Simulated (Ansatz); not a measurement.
# CuTe (zincblende): response to moved atoms and strain

How does CuTe (zincblende) push back when it is distorted? Each run changes the relaxed cell in one way. The start comes from a prototype table, not from a measured structure.

Method: DFT PBEsol, scalar-relativistic, plane waves, PAW, in Ansatz 0.2.0.

**1. The structure to begin with**

The structure is cubic, space group F-43m (No. 216). The conventional cell has a = 5.785 Å, b = 5.785 Å, c = 5.785 Å, α = 90.00°, β = 90.00°, γ = 90.00°. Around Cu (site symmetry -43m) lie 4 Te at 2.50 Å. Te (site symmetry -43m) has 4 Cu at 2.50 Å as nearest neighbours.

Structure file:

```cif
data_structure
_symmetry_space_group_name_H-M 'F-43m'
_symmetry_Int_Tables_number 216
_cell_length_a 5.7846
_cell_length_b 5.7846
_cell_length_c 5.7846
_cell_angle_alpha 90.000
_cell_angle_beta 90.000
_cell_angle_gamma 90.000
_cell_volume 193.56
loop_
_atom_site_label
_atom_site_type_symbol
_atom_site_symmetry_multiplicity
_atom_site_Wyckoff_symbol
_atom_site_fract_x
_atom_site_fract_y
_atom_site_fract_z
_atom_site_occupancy
Cu1 Cu 4 a 0.00000 0.00000 0.00000 1
Te1 Te 4 d 0.25000 0.25000 0.75000 1
```

An earlier run at PBEsol left this cell at 24.195 Å³/atom and -0.01 GPa (8×8×8 mesh).

The changes: atom 1 (Cu) moved 0.2 Å along z; strain e1 = +0.01, atoms carried along.

**2. Atom 1 (Cu) moved 0.2 Å along z**

Input file input.yaml:

```yaml
crystal:
  lattice:
    - [0.0, 2.8923040508, 2.8923040508]
    - [2.8923040508, 0.0, 2.8923040508]
    - [2.8923040508, 2.8923040508, 0.0]
  atoms:
    - { symbol: Cu, position: [0.0345745116, 0.0345745116, -0.0345745116], spin: 0.05 }
    - { symbol: Te, position: [0.25, 0.25, 0.25] }
basis:
  ecutwfc: 420
  ecutrho_ratio: 4
kpoints:
  mp_grid: { grid: [8, 8, 8] }
hamiltonian:
  xc: pbesol
scf:
  occupations: { method: gaussian, width: 0.05 }
  lower_state_search: "off"
output:
  forces: true
  stress: true
  eigenvalues: true
  populations: true
magnetization:
  spin_polarized: true
checkpoint:
  read: start.run
  write: ck
  compress: false
  write_wavefunctions: false
  write_every: 100000
```

start.run holds the converged state of the cell before the atoms were moved.

Further steps of the session: Strain e1 = +0.01, atoms carried along.

What does the calculation give? Wanted: for each run, change; change of free energy; largest force; largest change of stress.

The runs gave:

| change | change of free energy (meV/atom) | largest force (eV/Å) | largest change of stress (GPa) |
| --- | --- | --- | --- |
| atom 1 (Cu) moved 0.2 Å along z | 59.16 | 1.190 | 5.59 |
| strain e1 = +0.01, atoms carried along | 0.47 | 0.000 | 0.68 |

Moving atom 1 by 0.20 Å meets a restoring force of 1.190 eV/Å along the move, a force constant of about 5.9 eV/Å². The strain e1 = +0.01 changes that stress component by -0.60 GPa (compression positive), a ratio of 60 GPa; that is a secant over a finite strain with the atoms carried along, not the elastic constant. The largest change, -0.68 GPa, is in component yy. No change lowers the energy by more than 0.5 meV/atom; other distortions weren't tried. A run loses the moments it was seeded with; other starts can end magnetic. Spin–orbit coupling is left out, though the cell holds Te; it can open a gap where p bands cross.
